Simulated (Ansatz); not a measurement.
Working through a scan of one input key of Li₃Mg, space group Fm-3m

With Ansatz 0.2.0, Python API.

The cells in order, each with its output:

**Cell 1**
```python
import ansatz as az
from tabulate import tabulate
```

**Cell 2**
```python
XC = "PBEsol"
CUTOFF_EV = 550
KMESH = (6, 6, 6)
WIDTH_EV = 0.05

li3mg = (
    az.Lattice.from_parameters(4.849165, 4.849165, 4.849165, alpha=60.0, beta=60.0, gamma=60.0)
    .atom("Li", (0.25, 0.25, 0.25))
    .atom("Li", (0.5, 0.5, 0.5))
    .atom("Li", (0.75, 0.75, 0.75))
    .atom("Mg", (0.0, 0.0, 0.0))
)
```

**Cell 3**
```python
li3mg.resolved().tree()["lattice"]
```
Output:
```text
((4.849165, 0.0, 0.0), (2.4245825000000005, 4.199500077142368, 0.0),
 (2.4245825000000005, 1.3998333590474559, 3.9593266428543963))
```

**Cell 4**
```python
model = (
    li3mg.calculation()
    .functional(XC)
    .basis(CUTOFF_EV)
    .kpoints(mesh=KMESH, center="gamma")
    .occupations(az.OccupationsMethod.FERMI_DIRAC, width=WIDTH_EV)
    .band_table()
)
typed = model.input()
rows = []
for value in [2, 5, 10]:
    edited = typed.set(az.key.scf.mixing.ndim, value)
    summary = az.Session.from_dict(edited).plan().execute().report
    rows.append((value, summary["free_energy_ev"], summary["n_iterations"], len(summary["eigenvalues_ev"][0]) if "eigenvalues_ev" in summary else 0))
print(tabulate(rows, headers=["history", "F eV", "iterations", "bands listed"], floatfmt=".4f", tablefmt="pipe"))
```
Output:
```text
|   history |       F eV |   iterations |   bands listed |
|----------:|-----------:|-------------:|---------------:|
|         2 | -2521.1793 |            6 |             14 |
|         5 | -2521.1793 |            6 |             14 |
|        10 | -2521.1793 |            6 |             14 |
```

Reading the output:
- Total energies depend on the potentials; only differences at equal settings carry meaning. A total without «per atom» is that of the cell as typed.
- The mesh is modest for a metal, so energies can be off by several to tens of meV an atom and pressures by half a GPa or more; differences at equal mesh fare better.
- This cell is a computed structure, which may not be the phase found in nature.
- Hardware and time: 3.5 s on 1 thread of Intel(R) Xeon(R) 6975P-C (Granite Rapids), on a shared host, peak memory 0.41 GiB.

(Lines on the test bed's own set-up are left out of the output.)
